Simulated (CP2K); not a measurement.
# Two attempts at Si2H5OF (SMILES O[SiH](F)[SiH3])

Aim: energy and forces of Si2H5OF at GFN2-xTB.

The results are computed with CP2K 2026.2.

6 further runs of the same task are left out: 1 that didn't finish, 5 set aside as unsound or not needed.

## Step 1: Starting point

Si2H5OF: 9 atoms, total charge 0, spin state singlet. SMILES: `O[SiH](F)[SiH3]`. Geometry: relaxed at PBE0-D4/def2-TZVP. This is one conformer, not always the lowest.

Bond lengths: O1–Si2 1.636 Å, Si2–F3 1.603 Å, Si2–Si4 2.339 Å, O1–H5 0.959 Å, Si2–H6 1.488 Å, Si4–H7 1.487 Å, Si4–H8 1.487 Å, Si4–H9 1.486 Å. Some angles: O1–Si2–F3 110.2°, O1–Si2–Si4 106.9°, F3–Si2–Si4 109.3°, O1–Si2–H6 110.6°, F3–Si2–H6 105.0°, Si4–Si2–H6 114.9°, Si2–O1–H5 118.9°, Si2–Si4–H7 109.6°, Si2–Si4–H8 109.5°, Si2–Si4–H9 110.3°.

## Step 2: The input as first written

File molecule.xyz:

```xyz
9

O     -0.392500    -0.610800     1.768100
Si    -0.831500    -0.160600     0.257700
F     -1.775600     1.133800     0.319400
Si     1.135000     0.371100    -0.891700
H     -1.050500    -1.005600     2.343000
H     -1.664600    -1.215400    -0.380600
H      0.798700     0.860600    -2.255200
H      1.981700    -0.845200    -1.013900
H      1.887800     1.425600    -0.163800
```

File calc.inp:

```
&GLOBAL
    PROJECT calc
    RUN_TYPE ENERGY_FORCE
    PRINT_LEVEL MEDIUM
&END GLOBAL

&FORCE_EVAL
    METHOD QUICKSTEP
    &DFT
        CHARGE 0
        MULTIPLICITY 1
        &QS
            METHOD XTB
            EPS_DEFAULT 1.0E-10
            &XTB
                GFN_TYPE TBLITE
                &TBLITE
                    METHOD GFN2
                &END TBLITE
                CHECK_ATOMIC_CHARGES F
            &END XTB
        &END QS
        # cluster boundary conditions
        &POISSON
            PERIODIC NONE
            POISSON_SOLVER ANALYTIC
        &END POISSON
        # SCF settings
        &SCF
            GUESS ATOMIC
            EPS_SCF 1.0E-07
            MAX_SCF 150
            ADDED_MOS 8
            &DIAGONALIZATION
                ALGORITHM STANDARD
            &END DIAGONALIZATION
            &MIXING
                METHOD DIRECT_P_MIXING
                ALPHA 0.4
            &END MIXING
            &SMEAR ON
                METHOD FERMI_DIRAC
                ELECTRONIC_TEMPERATURE [K] 300
            &END SMEAR
        &END SCF
        # extra output
        &PRINT
            &MOMENTS
                PERIODIC F
                REFERENCE COM
                MAX_MOMENT 1
            &END MOMENTS
            &MO ON
                ENERGIES T
                OCCUPATION_NUMBERS T
                NDIGITS 6
                &EACH
                    QS_SCF 0
                &END EACH
                ADD_LAST NUMERIC
            &END MO
            &HIRSHFELD OFF
            &END HIRSHFELD
        &END PRINT
    &END DFT
    &SUBSYS
        &CELL
            ABC [angstrom] 13.8 12.6 14.6
            PERIODIC NONE
        &END CELL
        &TOPOLOGY
            COORD_FILE_NAME molecule.xyz
            COORD_FILE_FORMAT XYZ
            &CENTER_COORDINATES
            &END CENTER_COORDINATES
        &END TOPOLOGY
    &END SUBSYS
    &PRINT
        &FORCES ON
        &END FORCES
    &END PRINT
&END FORCE_EVAL
```

Launch:

```bash
OMP_NUM_THREADS=1 cp2k.psmp calc.inp > calc.out
```

Log:

```text
Possible matches for unknown keyword

 GUESS

   subsection GCE in section %__ROOT__%FORCE_EVAL%DFT%SCF score:  107
   subsection GCE in section %__ROOT__%FORCE_EVAL%DFT%XAS%SCF score:  107
   keyword SCF_GUESS in section %__ROOT__%FORCE_EVAL%DFT%SCF score:  106
   enum EHT in section %__ROOT__%FORCE_EVAL%DFT%SCF for keyword SCF_GUESS score:  106
   subsection SMEAR in section %__ROOT__%FORCE_EVAL%DFT%SCF score:  106

 *******************************************************************************
 *   ___                                                                       *
 *  /   \                                                                      *
 * [ABORT]                                                                     *
 *  \___/              found an unknown keyword GUESS in section SCF           *
 *    |                                                                        *
 *  O/|                                                                        *
 * /| |                                                                        *
 * / \                                               input/input_parsing.F:253 *
 *******************************************************************************

 ===== Routine Calling Stack =====

            5 section_vals_parse
            4 section_vals_parse
            3 section_vals_parse
            2 section_vals_parse
            1 read_input

Program received signal SIGABRT: Process abort signal.

Backtrace for this error:
#0  0x44c4b024f957 in ???
#1  0x44c4d0b04cac in __pthread_kill_implementation
#2  0x44c4d0aabfb7 in raise
#3  0x44c4d0a95d37 in abort
#4  0x44c4b0922d83 in ???
#5  0x44c4b0924297 in ???
#6  0x44c4b0a942b7 in ???
#7  0x44c4b0a938f7 in ???
#8  0x44c4b0a938f7 in ???
#9  0x44c4b0a938f7 in ???
#10  0x44c4b0369807 in ???
#11  0x44c4b0bd4e8b in ???
#12  0x44c4b0bd9d0b in ???
#13  0x44c4b02f0db3 in ???
#14  0x44c4b02eef13 in ???
#15  0x44c4d0a96573 in __libc_start_call_main
#16  0x44c4d0a96657 in __libc_start_main_impl
#17  0x44c4b02ef06f in ???
#18  0xffffffffffffffff in ???
```

Run time: 0.3 s. Hardware: 1 thread of Arm Neoverse V1, shared host.

## Step 3: Diagnosis

The program refused the input.

The telling line is `\___/              found an unknown keyword GUESS in section SCF`. The fault: the input text is malformed or holds a word that the program doesn't know.

## Step 4: The mended input

molecule.xyz is that of step 2.

File job.inp:

```
&GLOBAL
 PROJECT job
 RUN_TYPE ENERGY_FORCE
 PRINT_LEVEL MEDIUM
&END

&FORCE_EVAL
 METHOD QS
 &DFT
  CHARGE 0
  MULTIPLICITY 1
  &QS
   METHOD XTB
   EPS_DEFAULT 1.0E-10
   &XTB
    GFN_TYPE TBLITE
    &TBLITE
     METHOD GFN2
    &END
    CHECK_ATOMIC_CHARGES F
   &END
  &END
  &POISSON
   PERIODIC NONE
   POISSON_SOLVER ANALYTIC
  &END
  &SCF
   SCF_GUESS ATOMIC
   EPS_SCF 1.0E-07
   MAX_SCF 150
   ADDED_MOS 8
   &DIAGONALIZATION
    ALGORITHM STANDARD
   &END
   &MIXING
    METHOD DIRECT_P_MIXING
    ALPHA 0.4
   &END
   &SMEAR ON
    METHOD FERMI_DIRAC
    ELECTRONIC_TEMPERATURE [K] 300
   &END
  &END
  &PRINT
   &MOMENTS
    PERIODIC F
    REFERENCE COM
    MAX_MOMENT 1
   &END
   &MO ON
    ENERGIES T
    OCCUPATION_NUMBERS T
    NDIGITS 6
    &EACH
     QS_SCF 0
    &END
    ADD_LAST NUMERIC
   &END
   &HIRSHFELD OFF
   &END
  &END
 &END
 &SUBSYS
  &CELL
   ABC [angstrom] 13.8 12.6 14.6
   PERIODIC NONE
  &END
  &TOPOLOGY
   COORD_FILE_NAME molecule.xyz
   COORD_FILE_FORMAT XYZ
   &CENTER_COORDINATES
   &END
  &END
 &END
 &PRINT
  &FORCES ON
  &END
 &END
&END
```

Launch:

```bash
OMP_NUM_THREADS=1 cp2k.psmp -i job.inp -o job.out
```

Log:

```text
CP2K| version string:                                       CP2K version 2026.2
[...]
 GLOBAL| Method name                                                        CP2K
[...]
 GLOBAL| Run type                                                   ENERGY_FORCE
[...]
                             - Atoms:                                          9
[...]
                             - Spherical basis functions:                     31
[...]
 Number of electrons:                                                         26
[...]
  *** SCF run converged in    18 steps ***
[...]
  Fermi energy:                                                -0.23418227210486
[...]
 TB_DIPOLE| Moment [Debye]          0.34444364      -1.37438327      -0.14762123
 TB_DIPOLE| Derivative [a.u.]       0.00000000       0.00000000       0.00000000
[...]
 ENERGY| Total FORCE_EVAL ( QS ) energy [hartree]            -14.909377570652431
 FORCES| Atomic forces [hartree/bohr]
 FORCES|   Atom     x               y               z               |f|
 FORCES|      1 -1.00243645E-02  1.14023445E-03 -7.86521757E-03   1.27925629E-02
 FORCES|      2  1.89164026E-02 -1.31315142E-02 -1.03258780E-02   2.52366937E-02
 FORCES|      3 -6.41064239E-03  2.78415641E-03  3.35182236E-03   7.75129511E-03
 FORCES|      4 -6.58040084E-03 -1.19753956E-03  7.08912008E-03   9.74635315E-03
 FORCES|      5  3.64623475E-03  2.30602156E-03  9.57684487E-04   4.41926723E-03
 FORCES|      6  1.03549959E-03  7.86647783E-03  6.82037882E-03   1.04628533E-02
 FORCES|      7  3.42714775E-03 -2.18465296E-03  6.27362826E-03   7.47505597E-03
 FORCES|      8 -2.84654980E-03  7.21061674E-03 -5.91353123E-04   7.77467285E-03
 FORCES|      9 -1.16332716E-03 -4.79380022E-03 -5.71018527E-03   7.54586419E-03
 FORCES| Sum    -4.11996826E-18  1.86482774E-16  1.82145965E-17
 FORCES| Total atomic force                                       1.87415502E-16
[...]
```

Run time: 0.28 s. Hardware: 1 thread of Arm Neoverse V1, shared host.

## Step 5: What came out

Level: GFN2-xTB.

```
                                 quantity         value
                             total energy  -14.90938 Eh
dipole moment (from atomic charges alone)        1.42 D
                              HOMO energy     -10.07 eV
                              LUMO energy      -5.48 eV
                            HOMO–LUMO gap       4.59 eV
                 largest force on an atom    1.298 eV/Å
```

What this shows: The dipole comes from point charges on the atoms alone, without atomic dipoles, so it is partial. The largest force is 1.30 eV/Å: the shape isn't a stationary point for this species at this level.
